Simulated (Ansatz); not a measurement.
## Sb2Au, space group Fm-3m: an equation of state with a fit, step by step

With Ansatz 0.2.0, Python API.

Notebook, run cell by cell (the value of a cell's last expression is shown):

In [1]:
```python
import ansatz as az
import numpy as np
from scipy.optimize import curve_fit
```

In [2]:
```python
VECTORS = np.array([
    [0.0, 3.328, 3.328],
    [3.328, 0.0, 3.328],
    [3.328, 3.328, 0.0],
])
SITES = [
    ('Sb', (0.25, 0.25, 0.25)),
    ('Sb', (0.75, 0.75, 0.75)),
    ('Au', (0.0, 0.0, 0.0)),
]
```

In [3]:
```python
def crystal_on(cell):
    crystal = az.Crystal(lattice=az.Lattice.of(cell))
    for symbol, position in SITES:
        crystal = crystal.atom(symbol, position)
    return crystal
```

In [4]:
```python
def vinet(v, e0, v0, b0, b1):
    eta = (v / v0) ** (1 / 3)
    return e0 + 2 * b0 * v0 / (b1 - 1) ** 2 * (2 - (5 + 3 * b1 * (eta - 1) - 3 * eta) * np.exp(-1.5 * (b1 - 1) * (eta - 1)))
```

In [5]:
```python
volumes, energies, pressures = [], [], []
for scale in np.linspace(0.9, 1.1, 9):
    cell = VECTORS * scale ** (1 / 3)
    base = crystal_on(cell).calculation()
    base = base.occupations('Fermi-Dirac', width=100 * az.meV).functional('lda')
    base = base.basis(500).kpoints(6, 6, 6)
    base = base.stress()
    data = base.run(threads=1).report
    volumes.append(abs(np.linalg.det(cell)) / len(SITES))
    energies.append(data['free_energy_ev'] / len(SITES))
    pressures.append(np.trace(data['stress_gpa']) / 3)
    print(f'V = {volumes[-1]:8.4f} A^3/atom  F = {energies[-1]:.5f} eV/atom  P = {pressures[-1]:8.3f} GPa')
```
```text
V =  22.1157 A^3/atom  F = -8511.98659 eV/atom  P =   16.860 GPa
V =  22.7301 A^3/atom  F = -8512.04295 eV/atom  P =   12.639 GPa
V =  23.3444 A^3/atom  F = -8512.08422 eV/atom  P =    8.968 GPa
V =  23.9587 A^3/atom  F = -8512.11234 eV/atom  P =    5.778 GPa
V =  24.5730 A^3/atom  F = -8512.12906 eV/atom  P =    3.007 GPa
V =  25.1874 A^3/atom  F = -8512.13587 eV/atom  P =    0.602 GPa
V =  25.8017 A^3/atom  F = -8512.13409 eV/atom  P =   -1.485 GPa
V =  26.4160 A^3/atom  F = -8512.12484 eV/atom  P =   -3.294 GPa
V =  27.0303 A^3/atom  F = -8512.10913 eV/atom  P =   -4.861 GPa
```

In [6]:
```python
guess = (min(energies), volumes[int(np.argmin(energies))], 0.5, 4.5)
(e0, v0, b0, b1), _ = curve_fit(vinet, np.array(volumes), np.array(energies), p0=guess, maxfev=20000)
print(f'Vinet fit: V0 = {v0:.4f} A^3/atom, B0 = {160.21766 * b0:.1f} GPa, B1 = {b1:.2f}')
print('largest residual', round(1000 * float(np.abs(vinet(np.array(volumes), e0, v0, b0, b1) - energies).max()), 3), 'meV/atom')
```
```text
Vinet fit: V0 = 25.3557 A^3/atom, B0 = 88.9 GPa, B1 = 4.87
largest residual 0.003 meV/atom
```

A third-order Birch-Murnaghan fit through the 9 points (the script's own form differs a little) has its minimum at 25.36 Å³ an atom, 3.2 % above the typed cell, with a bulk modulus of 89 GPa and dB/dP = 4.8. From that minimum the energy rises by 149.6 meV an atom on the compressed side and 27.1 meV on the expanded side.

Notes:
- Total energies depend on the potentials; only differences at equal settings carry meaning.
- For a metal this k-point mesh is coarse: on a finer one energies can move by several to tens of meV an atom and pressures by half a GPa or more, differences at one mesh by less.
- Pressure is positive in compression.
- Spin-orbit coupling, which matters for elements this heavy, is left out.
- The starting cell is as deposited in a crystallographic database; the results hold for this polymorph, which needn't be the stable one.
- Timing: 20 s on 1 thread of Intel(R) Xeon(R) Platinum 8488C (Sapphire Rapids), with other jobs on the host, peak memory 0.5 GiB.

(Lines on the test bed's own set-up are left out of the output.)
